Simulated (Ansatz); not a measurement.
# CoNH+ (triplet): wave-function methods side by side, def2-SVP

The task here is to estimate one member of a computed series from the others.

Program: Ansatz 0.2.0, Gaussian basis. Level of theory: def2-SVP, core rule «outside noble gas», up to 10 orbitals frozen. These are calculated values, not measurements.

To be run: UHF; CCSD(T) on ROHF; CCSD(T) on UHF; CISD as a restricted active space (open shells left free, so some higher excitations enter); CCSDT(Q) on ROHF; CCSDT(Q) on UHF; CASSCF and MRCISD+Q, 14 electrons in 11 orbitals; CASSCF and NEVPT2, 14 electrons in 11 orbitals.

17 further runs of the same task are left out: 11 that didn't finish, 6 set aside as unsound or not needed. Runs told in other sessions of the task aren't counted.

**What is computed**

The geometry is a PBE0/def2-TZVP stationary point (not a proven minimum) of the parent state, kept for this charge and spin.

3 atoms, charge 1, spin multiplicity 3.

Atoms are counted from 1 here; the program's logs count them from 0.

Bond lengths: Co1–N2 1.544 Å, N2–H3 1.034 Å. Angles: Co1–N2–H3 180.0°.

Coordinates:

```xyz
3
charge 1, multiplicity 3
Co    0.00000    0.00000    1.37400
N     0.00000    0.00000   -0.17000
H     0.00000    0.00000   -1.20400
```

The first run:

Contents of in.yaml:

```yaml
crystal:
  periodic: [false, false, false]
  atoms:
    - {symbol: Co, position_ang: [0.000000, 0.000000, 1.374000]}
    - {symbol: N, position_ang: [0.000000, 0.000000, -0.170000]}
    - {symbol: H, position_ang: [0.000000, 0.000000, -1.204000]}
basis:
  gaussian: {orbitals: def2-SVP}
total_charge: 1
magnetization: {spin_polarized: true, initial_magnetization: 2}
hamiltonian: {xc: hf}
output: {orbitals: {seedname: orbitals}}
```

Command:

```bash
$ ansatz run in.yaml --threads 1 --pin off --events-out ev --progress --plain --max-ram 2393MiB
```

Among the steps run: UHF; CCSD(T) on ROHF; CCSD(T) on UHF; CISD as a restricted active space (open shells left free, so some higher excitations enter); CCSDT(Q) on ROHF; CCSDT(Q) on UHF; CASSCF and MRCISD+Q, 14 electrons in 11 orbitals; CASSCF and NEVPT2, 14 electrons in 11 orbitals.

One table of the session follows, with a row left open; its other results are not shown here.

```
          method  from RCCSDT(Q) (kcal/mol)
             UHF                    +228.68
            RMP2                     +37.63
            UMP2                     +41.36
           RCCSD                     +19.44
           UCCSD                          ?
        RCCSD(T)                      +5.32
        UCCSD(T)                      +4.07
          RCCSDT                      +4.71
          UCCSDT                      +1.55
       RCCSDT(Q)                          0
       UCCSDT(Q)                      -1.21
  CASSCF valence                    +177.20
  NEVPT2 valence                     +23.29
  MRCISD valence                     +14.89
MRCISD+Q valence                      +3.74
```

Estimate the missing values for UCCSD.

As computed: from RCCSDT(Q) (kcal/mol): +14.53. In the column «from RCCSDT(Q) (kcal/mol)» it lies between RCCSD(T) (+5.32) and MRCISD valence (+14.89).

Not comparable, so not listed: CISD as a restricted active space (open shells left free, so some higher excitations enter) (they don't share determinant, frozen orbitals or solution with the rows shown, or repeat one).

Limits of these values: The determinant of HF (⟨S²⟩ 2.87) is far from a pure spin state, so its energy mixes those of several spin states; that is harmless only where they are near-degenerate. The determinant of CCSD(T) (⟨S²⟩ 2.87) is far from a pure spin state, so its energy mixes those of several spin states; high orders of coupled cluster remove much of that, low ones don't. The determinant of CCSDT(Q) (⟨S²⟩ 2.87) is far from a pure spin state, so its energy mixes those of several spin states; high orders of coupled cluster remove much of that, low ones don't. Left out of the table: ROHF (another determinant or state than the rows shown). Warnings: spin contamination; coupled cluster took another determinant than the lowest; large T1 diagnostic. Restricted and unrestricted rows rest on different reference determinants; a gap between their highest levels can come from leftover correlation error, from unlike frozen cores or from another state.
